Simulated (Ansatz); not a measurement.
**AlH2I (SMILES [H][Al]([H])[I]) at BLYP/STO-3G**

What is the electronic atomisation energy of AlH2I at BLYP/STO-3G? 

The calculation is run with Ansatz 0.2.0.

53 further runs of the same task are left out: 5 that didn't finish, 48 set aside as unsound or not needed.

### Step 1. Starting point

AlH2I has 4 atoms, charge 0, and is taken as a singlet. SMILES: `[H][Al]([H])[I]`. The shape comes from GFN2-xTB, which is rough for such elements, and wasn't checked as a minimum.

Bond lengths: Al1–I4 2.507 Å, Al1–H2 1.536 Å, Al1–H3 1.536 Å. Angles: H2–Al1–I4 121.9°, H3–Al1–I4 121.9°, H2–Al1–H3 116.2°.

### Step 2. The energy at BLYP/STO-3G

input.yaml reads:

```yaml
crystal:
  periodic: [false, false, false]
  atoms:
    - symbol: Al
      position_ang: [0.113430, 0.189630, 0.001250]
    - symbol: H
      position_ang: [1.649170, 0.216880, 0.010570]
    - symbol: H
      position_ang: [-0.589150, 1.555320, -0.022240]
    - symbol: I
      position_ang: [-1.173450, -1.961840, 0.010420]
basis:
  gaussian: {orbitals: STO-3G}
hamiltonian: {xc: {name: BLYP}}
accuracy: high
```

Command:

```console
$ ansatz run input.yaml --threads 1 --pin off --max-ram 2610MiB --events-out events.jsonl --progress --plain --runs-dir runs
```

Standard output:

```text
Warning: RAYON_NUM_THREADS=1 ignored (pool sized by the plan → 1); use --threads N
Functional definition: BLYP
  name "BLYP"
  parameter beta = 0.0042
  parameter a = 0.04918
  parameter b = 0.132
  parameter c = 0.2533
  parameter d = 0.349
  exchange = b88_x(beta = beta)
  correlation = lyp_c(a = a, b = b, c = c, d = d)
528 factors; integrals over basis functions are off by at most 9.5e-9 eV
mean field evaluation 1: about -193019.1351 eV, gradient 2.6e1 eV
mean field evaluation 2: about -193016.4846 eV, gradient 3.6e1 eV
mean field evaluation 4: about -193021.7631 eV, gradient 9.7e-1 eV
mean field evaluation 8: about -193021.7347 eV, gradient 9.6e-4 eV
mean field -193021.73467762 eV, -7093.4179145717 hartree, gradient 1.5e-8 eV, S^2 0.000000; 0 other end points of the search recorded, 0 dependent functions left out
reference -193021.73471636 eV, -7093.4179159955 hartree; 34, 34 occupied and 4, 4 virtual orbitals, 528 factors
Total energy: -193021.73471636 eV, -7093.4179159955 hartree
```

Run time: 1.8 s. Hardware: 1 thread of Arm Neoverse V1, shared host; peak memory 0.1 GiB.

### Step 3. The Al atom at the same level

in.yaml reads:

```yaml
crystal:
  periodic: [false, false, false]
  atoms:
    - {symbol: Al, position_ang: [0.000000, 0.000000, 0.000000]}
basis:
  gaussian: {orbitals: STO-3G}
accuracy: high
hamiltonian: {xc: {name: BLYP}}
magnetization: {spin_polarized: true, initial_magnetization: 1}
```

Run the same way, it converges to -239.29454 Eh (log not shown).

### Step 4. The H atom

run.yaml reads:

```yaml
crystal:
  periodic: [false, false, false]
  atoms:
    - {symbol: H, position_ang: [0.000000, 0.000000, 0.000000]}
basis:
  gaussian:
    orbitals: STO-3G
magnetization:
  spin_polarized: true
  initial_magnetization: 1
hamiltonian:
  xc: {name: BLYP}
accuracy: high
```

Command:

```console
$ ansatz run run.yaml --threads 1 --pin off --max-ram 2610MiB --events-out events.jsonl --progress --plain --runs-dir runs
```

Standard output:

```text
Warning: RAYON_NUM_THREADS=1 ignored (pool sized by the plan → 1); use --threads N
[... 9 set-up lines as earlier in the session ...]
1 factors; integrals over basis functions are off by at most 4.6e-10 eV
mean field evaluation 1: about -12.5918 eV, gradient 0.0e0 eV
mean field evaluation 2: about -12.5918 eV, gradient 0.0e0 eV
mean field -12.59181263 eV, -0.4627405790 hartree, gradient 0.0e0 eV, S^2 0.750000; 0 other end points of the search recorded, 0 dependent functions left out
reference -12.59183075 eV, -0.4627412451 hartree; 1, 0 occupied and 0, 1 virtual orbitals, 1 factors
Total energy: -12.59183075 eV, -0.4627412451 hartree
```

Wall time 0.08 s (1 thread of Arm Neoverse V1, shared host).

### Step 5. The I atom

input.yaml reads:

```yaml
crystal:
  periodic: [false, false, false]
  atoms:
    - {symbol: I, position_ang: [0.000000, 0.000000, 0.000000]}
basis:
  gaussian:
    orbitals: STO-3G
magnetization:
  spin_polarized: true
  initial_magnetization: 1
hamiltonian:
  xc: {name: BLYP}
accuracy: high
```

Command:

```console
$ ansatz run input.yaml --threads 1 --pin off --max-ram 2610MiB --events-out events.jsonl --progress --plain --runs-dir runs
```

Standard output:

```text
Warning: RAYON_NUM_THREADS=1 ignored (pool sized by the plan → 1); use --threads N
[... 9 set-up lines as earlier in the session ...]
251 factors; integrals over basis functions are off by at most 4.1e-9 eV
mean field evaluation 1: about -186470.4913 eV, gradient 2.4e-2 eV
mean field evaluation 2: about -186470.4907 eV, gradient 2.4e-2 eV
mean field evaluation 4: about -186470.4902 eV, gradient 8.2e-2 eV
mean field evaluation 8: about -186470.4907 eV, gradient 5.0e-9 eV
mean field evaluation 16: about -186470.4902 eV, gradient 8.2e-2 eV
mean field -186470.49068031 eV, -6852.6641382632 hartree, gradient 1.7e-9 eV, S^2 0.750000; 2 other end points of the search recorded, 0 dependent functions left out
reference -186470.49070704 eV, -6852.6641392454 hartree; 27, 26 occupied and 0, 1 virtual orbitals, 251 factors
Total energy: -186470.49070704 eV, -6852.6641392454 hartree
```

Wall time 1.8 s (1 thread of Arm Neoverse V1, shared host); peak memory 0.098 GiB.

### Step 6. Outcome

Level: BLYP/STO-3G.

| quantity | value |
| --- | --- |
| molecule: total energy | -7093.41792 Eh |
| Al atom: total energy | -239.29454 Eh |
| Al atom: ⟨S²⟩ | 0.750 |
| H atom: total energy | -0.46274 Eh |
| H atom: ⟨S²⟩ | 0.750 |
| I atom: total energy | -6852.66414 Eh |
| I atom: ⟨S²⟩ | 0.750 |
| electronic atomisation energy | 14.524 eV |

In words: Taking the molecule apart into free atoms costs 14.52 eV (335 kcal/mol), before zero-point energy and without spin-orbit coupling. In a minimal basis such a difference can be off by several eV, whatever the method. Relativity is left out (molecule) although the molecule holds a heavy atom. Relativity is left out (I atom) although the molecule holds a heavy atom.
